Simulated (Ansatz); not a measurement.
**CH₁₃GaSi₂Sn₂: up Jacob's ladder to CCSD(T)**

One table from this session's results is given with a row withheld; the runs are named, their logs left out.

Method: functionals in def2-TZVPP, the program's frozen cores in correlated methods; program: Ansatz 0.2.0, Gaussian basis.

Plan: LDA (SPW92), PBE-D4, revPBE-D4, BLYP-D4, r2SCAN-D4, B97M-V, PBE0-D4, B3LYP-D4, r2SCANh-D4, r2SCAN0-D4, HSE06-D4, BHLYP-D4, CAM-B3LYP-D4, LC-ωPBE, ωB97X-V, ωB97M-V, B2PLYP, PBE-QIDH; CCSD(T)/def2-SVP; CCSD(T)/def2-TZVPP; MP2/def2-QZVPP; extrapolation to the limit; RPA on PBE.

### Structure used throughout

The geometry comes from an earlier relaxation with PBE0-D4 in a triple-zeta def2 set; it is a stationary point, not always the lowest conformer. Sn takes the def2 core potential; no spin-orbit term is included.

SMILES `[SiH3][SiH2][CH2][SnH2][SnH2][GaH2]`, 19 atoms, charge 0, spin multiplicity 1.

Atoms are counted from 1 here; the program's logs count them from 0.

Bond lengths: Si1–Si2 2.353 Å, Si1–H7 1.522 Å, Si1–H8 1.488 Å, Si1–H9 1.487 Å, Si2–C3 1.858 Å, Si2–H10 1.491 Å, Si2–H11 1.487 Å, C3–Sn4 2.173 Å, C3–H12 1.092 Å, C3–H13 1.093 Å, Sn4–Sn5 2.790 Å, Sn4–H14 1.714 Å, Sn4–H15 1.713 Å, Sn5–Ga6 2.631 Å, Sn5–H16 1.716 Å, Sn5–H17 1.718 Å, Ga6–H18 1.571 Å, Ga6–H19 1.569 Å. Angles: Si2–Si1–H7 113.4°, Si2–Si1–H8 113.3°, Si2–Si1–H9 113.4°, H7–Si1–H8 101.6°, H7–Si1–H9 105.4°, H8–Si1–H9 108.9°, Si1–Si2–C3 109.0°, Si1–Si2–H10 106.8°, Si1–Si2–H11 108.4°, C3–Si2–H10 113.7°, C3–Si2–H11 110.8°, H10–Si2–H11 108.0°, Si2–C3–Sn4 112.3°, Si2–C3–H12 111.1°, Si2–C3–H13 110.4°, Sn4–C3–H12 107.4°, Sn4–C3–H13 107.5°, H12–C3–H13 107.9° and more.

Set-up of the first run:

File in.yaml:

```yaml
crystal:
  periodic: [false, false, false]
  atoms:
    - {symbol: Si, position_ang: [-1.808822, -0.580627, 0.732052]}
    - {symbol: Si, position_ang: [0.349335, -1.136054, 1.487530]}
    - {symbol: C, position_ang: [1.267775, -1.988956, 0.116599]}
    - {symbol: Sn, position_ang: [1.501989, -0.720445, -1.631671]}
    - {symbol: Sn, position_ang: [0.346529, 1.806192, -1.381758]}
    - {symbol: Ga, position_ang: [-1.091068, 2.466403, 0.720996]}
    - {symbol: H, position_ang: [-2.198397, 0.861135, 1.024735]}
    - {symbol: H, position_ang: [-2.887617, -1.329892, 1.431300]}
    - {symbol: H, position_ang: [-1.981389, -0.747320, -0.735317]}
    - {symbol: H, position_ang: [0.175025, -1.978315, 2.706029]}
    - {symbol: H, position_ang: [1.043370, 0.116157, 1.888574]}
    - {symbol: H, position_ang: [0.745703, -2.893129, -0.204133]}
    - {symbol: H, position_ang: [2.267708, -2.277769, 0.449267]}
    - {symbol: H, position_ang: [0.806836, -1.575946, -2.944145]}
    - {symbol: H, position_ang: [3.186602, -0.597941, -1.918189]}
    - {symbol: H, position_ang: [-0.545930, 2.002397, -2.834572]}
    - {symbol: H, position_ang: [1.670112, 2.893953, -1.507208]}
    - {symbol: H, position_ang: [-2.425534, 3.253775, 0.460062]}
    - {symbol: H, position_ang: [-0.422226, 2.426392, 2.139858]}
basis:
  gaussian: {orbitals: def2-TZVPP}
hamiltonian: {xc: lda}
output: {orbitals: {seedname: orbitals}}
```

Started as:

```bash
ansatz run in.yaml --threads 4 --pin off --events-out ev --progress --plain --max-ram 66560MiB --backend cuda --devices 0, --max-vram 37GiB
```

Among the steps run: LDA; PBE-D4 (GGA); revPBE-D4 (GGA); BLYP-D4 (GGA); r2SCAN-D4 (meta-GGA); B97M-V (meta-GGA); B3LYP-D4 (hybrid); r2SCANh-D4 (hybrid); r2SCAN0-D4 (hybrid); HSE06-D4 (hybrid); BHLYP-D4 (hybrid); CAM-B3LYP-D4 (range-separated); LC-ωPBE (range-separated); ωB97X-V (range-separated); ωB97M-V (range-separated); B2PLYP (double hybrid); PBE-QIDH (double hybrid).

One of the session's tables, all rows but one given; the rest of the session is left out.

It belongs to the step «Orbital energies across the functionals». 

| functional | HOMO (eV) | LUMO (eV) | gap (eV) |
| --- | --- | --- | --- |
| LDA (SPW92) | -6.17 | -2.45 | 3.72 |
| PBE-D4 | -6.04 | -2.21 | 3.83 |
| revPBE-D4 | -5.98 | -2.11 | 3.87 |
| BLYP-D4 | -5.87 | -2.06 | 3.81 |
| r2SCAN-D4 | ? | ? | ? |
| B97M-V | -6.32 | -2.11 | 4.21 |
| PBE0-D4 | -6.96 | -1.44 | 5.52 |
| B3LYP-D4 | -6.77 | -1.61 | 5.16 |
| r2SCANh-D4 | -6.60 | -1.72 | 4.88 |
| r2SCAN0-D4 | -7.11 | -1.32 | 5.79 |
| HSE06-D4 | -6.58 | -1.80 | 4.78 |
| BHLYP-D4 | -7.75 | -0.58 | 7.17 |
| CAM-B3LYP-D4 | -8.07 | -0.46 | 7.61 |
| LC-ωPBE | -9.28 | 0.56 | 9.84 |
| ωB97X-V | -9.00 | 0.47 | 9.46 |
| ωB97M-V | -8.85 | 0.24 | 9.08 |

Q: Estimate the row for r2SCAN-D4 from the others.

Worked estimate for «HOMO (eV)». Against the share of exact exchange, r2SCANh-D4 (0.1, -6.60), r2SCAN0-D4 (0.25, -7.11) give a slope of -3.40 per unit share; at 0 the line stands at -6.26.

The run gave: HOMO (eV): -6.26; LUMO (eV): -2.00; gap (eV): 4.27. In «HOMO (eV)» the line misses by 0.00.
